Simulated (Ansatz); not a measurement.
## BFH₃NTe, SMILES NB(F)[TeH]: an atomisation energy, step by step

Program: Ansatz's Python interface.

Notebook, run cell by cell (the value of a cell's last expression is shown):

In [1]:
```python
from collections import Counter

import ansatz as az
```

In [2]:
```python
def single_point(molecule, charge=0, unpaired=0):
    calc = (
        molecule.calculation()
        .basis(gaussian="def2-SVP")
        .functional("r2SCAN", dispersion="d3bj")
    )
    if charge:
        calc = calc.charge(charge)
    if unpaired:
        calc = calc.spin("collinear", total=unpaired)
    return calc.run(threads=1).report["free_energy_ev"]
```

In [3]:
```python
GEOMETRY = """
N     0.20140    0.77160    1.04460
B     0.18580   -0.53940    0.34020
F     1.05730   -1.56100    0.79830
Te   -1.04950   -0.92390   -1.39940
H     0.36520    1.52920    0.28810
H    -0.83160    0.98900    1.34340
H     0.13260   -0.33350   -2.46080
"""
```

In [4]:
```python
molecule = az.Crystal.molecule()
for line in GEOMETRY.strip().splitlines():
    symbol, *xyz = line.split()
    molecule = molecule.atom(symbol, [float(v) for v in xyz])
```

In [5]:
```python
# unpaired electrons of the ground-state atoms
unpaired = {"N": 3, "B": 1, "F": 1, "Te": 2, "H": 1}
counts = Counter(site.symbol for site in molecule.cartesian_sites)
atom_energy = {s: single_point(az.Crystal.molecule().atom(s, (0, 0, 0)), 0, unpaired[s]) for s in counts}
whole = single_point(molecule, 0, 0)
for s, e in atom_energy.items():
    print(f"{s:2s} x{counts[s]}  {e:14.5f} eV")
print(f"BFH3NTe: {whole:.5f} eV")
split = sum(counts[s] * e for s, e in atom_energy.items()) - whole
print(f"atomisation energy (no zero-point term): {96.485332 * split:.1f} kJ/mol, {split / sum(counts.values()):.3f} eV an atom")
```
```text
DeckWarning: the engine holds no damping parameters fitted to this dispersion correction and functional, so the run takes those fitted to r2scan beside the three-body term, which d3bj leaves out (hamiltonian.dispersion, under Limitations)
N  x1     -1483.43974 eV
B  x1      -669.59003 eV
F  x1     -2710.22071 eV
Te x1     -7294.80548 eV
H  x3       -13.58417 eV
BFH3NTe: -12223.32932 eV
atomisation energy (no zero-point term): 2365.9 kJ/mol, 3.503 eV an atom
```

2365.9 kJ/mol from the electronic energies, without the zero-point term.

Notes:
- Total energies depend on the basis set; only differences at equal settings carry meaning.
- Warnings are shown shortened and without file and line.
- The geometry is a force-field or estimated start, not a minimum of this method, and the basis set is short of its limit. All parts are taken at fixed geometry, without zero-point energy.
- def2 sets replace the cores of elements past krypton by effective core potentials.
- The spin-orbit lowering of heavy atoms is left out.
- A dispersion term here runs with damping parameters fitted for another variant or functional.
- Hardware and time: 7.4 s on 1 thread of Arm Neoverse V2, with other jobs on the host, peak memory 0.19 GiB.
